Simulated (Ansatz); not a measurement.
# C₅H₈O₃Sn: up Jacob's ladder to CCSD(T)

One table from this session's results is given with a row withheld; the runs are named, their logs left out.

The runs use Ansatz 0.2.0, Gaussian basis; functionals in def2-TZVPP, the program's frozen cores in correlated methods.

Levels to be run: LDA (SPW92), PBE-D4, revPBE-D4, BLYP-D4, r2SCAN-D4, B97M-V, PBE0-D4, B3LYP-D4, r2SCANh-D4, r2SCAN0-D4, HSE06-D4, BHLYP-D4, CAM-B3LYP-D4, LC-ωPBE, ωB97X-V, ωB97M-V, B2PLYP, PBE-QIDH; CCSD(T)/def2-SVP; CCSD(T)/def2-TZVPP; MP2/def2-QZVPP; extrapolation to the limit; RPA on PBE.

## The relaxed structure

An earlier PBE0-D4 in a triple-zeta def2 set relaxation fixed the geometry. Sn takes the def2 core potential; no spin-orbit term is included.

17 atoms, charge 0, spin multiplicity 1.

Atoms are counted from 1 here; the program's logs count them from 0.

Bond lengths: C1–C2 1.497 Å, C1–H10 1.089 Å, C1–H11 1.093 Å, C1–H12 1.093 Å, C2–C3 1.398 Å, C2–O9 1.269 Å, C3–C4 1.398 Å, C3–H13 1.081 Å, C4–C5 1.497 Å, C4–O6 1.269 Å, C5–H14 1.093 Å, C5–H15 1.089 Å, C5–H16 1.093 Å, O6–Sn7 2.171 Å, Sn7–O8 1.986 Å, Sn7–O9 2.171 Å, O8–H17 0.960 Å. Angles: C2–C1–H10 112.7°, C2–C1–H11 108.9°, C2–C1–H12 108.9°, H10–C1–H11 109.6°, H10–C1–H12 109.5°, H11–C1–H12 107.0°, C1–C2–C3 119.2°, C1–C2–O9 115.1°, C3–C2–O9 125.6°, C2–C3–C4 125.5°, C2–C3–H13 117.2°, C4–C3–H13 117.2°, C3–C4–C5 119.2°, C3–C4–O6 125.6°, C5–C4–O6 115.1°, C4–C5–H14 108.9°, C4–C5–H15 112.7°, C4–C5–H16 109.0° and more.

Geometry (Å):

```
atom    x (Å)    y (Å)    z (Å)
  C1   2.2443  -1.2251  -0.6083
  C2   1.2387  -0.3071   0.0143
  C3   0.0082  -0.1113  -0.6196
  C4  -0.9778   0.7938  -0.2158
  C5  -2.1938   0.9793  -1.0693
  O6  -0.9388   1.5104   0.8303
 Sn7   0.3881   1.3138   2.5375
  O8  -0.5024  -0.3487   3.1606
  O9   1.6090   0.2450   1.0949
 H10   1.8897  -1.6675  -1.5378
 H11   2.4913  -2.0163   0.1038
 H12   3.1647  -0.6672  -0.7971
 H13  -0.1654  -0.6530  -1.5384
 H14  -2.2649   2.0297  -1.3618
 H15  -2.1807   0.3536  -1.9602
 H16  -3.0824   0.7529  -0.4750
 H17  -0.7468  -0.9830   2.4821
```

The first run:

Input file in.yaml:

```yaml
crystal:
  periodic: [false, false, false]
  atoms:
    - {symbol: C, position_ang: [2.244316, -1.225073, -0.608309]}
    - {symbol: C, position_ang: [1.238678, -0.307076, 0.014338]}
    - {symbol: C, position_ang: [0.008188, -0.111339, -0.619585]}
    - {symbol: C, position_ang: [-0.977757, 0.793756, -0.215844]}
    - {symbol: C, position_ang: [-2.193848, 0.979335, -1.069315]}
    - {symbol: O, position_ang: [-0.938804, 1.510426, 0.830301]}
    - {symbol: Sn, position_ang: [0.388128, 1.313790, 2.537491]}
    - {symbol: O, position_ang: [-0.502399, -0.348737, 3.160561]}
    - {symbol: O, position_ang: [1.609003, 0.245020, 1.094900]}
    - {symbol: H, position_ang: [1.889677, -1.667473, -1.537827]}
    - {symbol: H, position_ang: [2.491329, -2.016259, 0.103850]}
    - {symbol: H, position_ang: [3.164681, -0.667167, -0.797146]}
    - {symbol: H, position_ang: [-0.165431, -0.653020, -1.538359]}
    - {symbol: H, position_ang: [-2.264868, 2.029732, -1.361809]}
    - {symbol: H, position_ang: [-2.180679, 0.353594, -1.960225]}
    - {symbol: H, position_ang: [-3.082429, 0.752943, -0.474958]}
    - {symbol: H, position_ang: [-0.746788, -0.982953, 2.482136]}
basis:
  gaussian: {orbitals: def2-TZVPP}
hamiltonian: {xc: lda}
output: {orbitals: {seedname: orbitals}}
```

On the command line:

```sh
$ ansatz run in.yaml --threads 4 --pin off --events-out ev --progress --plain --max-ram 66560MiB --backend cuda --devices 0, --max-vram 37GiB
```

Steps of the session up to this table: LDA; PBE-D4 (GGA); revPBE-D4 (GGA); BLYP-D4 (GGA); r2SCAN-D4 (meta-GGA); B97M-V (meta-GGA); B3LYP-D4 (hybrid); r2SCANh-D4 (hybrid); r2SCAN0-D4 (hybrid); HSE06-D4 (hybrid); BHLYP-D4 (hybrid); CAM-B3LYP-D4 (range-separated); LC-ωPBE (range-separated); ωB97X-V (range-separated); ωB97M-V (range-separated); B2PLYP (double hybrid); PBE-QIDH (double hybrid).

One of the session's tables, all rows but one given; the rest of the session is left out.

It belongs to the step «Orbital energies across the functionals». 

| functional | HOMO (eV) | LUMO (eV) | gap (eV) |
| --- | --- | --- | --- |
| LDA (SPW92) | -6.14 | -2.78 | 3.36 |
| PBE-D4 | -5.91 | -2.53 | 3.38 |
| revPBE-D4 | -5.83 | -2.43 | 3.39 |
| BLYP-D4 | -5.78 | -2.39 | 3.40 |
| r2SCAN-D4 | -6.15 | -2.39 | 3.76 |
| B97M-V | -6.08 | -2.29 | 3.79 |
| PBE0-D4 | ? | ? | ? |
| B3LYP-D4 | -6.83 | -1.86 | 4.97 |
| r2SCANh-D4 | -6.56 | -2.07 | 4.50 |
| r2SCAN0-D4 | -7.19 | -1.58 | 5.61 |
| HSE06-D4 | -6.61 | -2.04 | 4.57 |
| BHLYP-D4 | -7.99 | -0.61 | 7.38 |
| CAM-B3LYP-D4 | -8.29 | -0.57 | 7.72 |
| LC-ωPBE | -9.50 | 0.49 | 9.98 |
| ωB97X-V | -9.20 | 0.47 | 9.68 |
| ωB97M-V | -9.15 | 0.41 | 9.56 |

Q: Estimate the row for PBE0-D4 from the others.

**Answer.** HOMO (eV): -7.01; LUMO (eV): -1.66; gap (eV): 5.35. In the column «HOMO (eV)» it lies between r2SCAN0-D4 (-7.19) and B3LYP-D4 (-6.83).
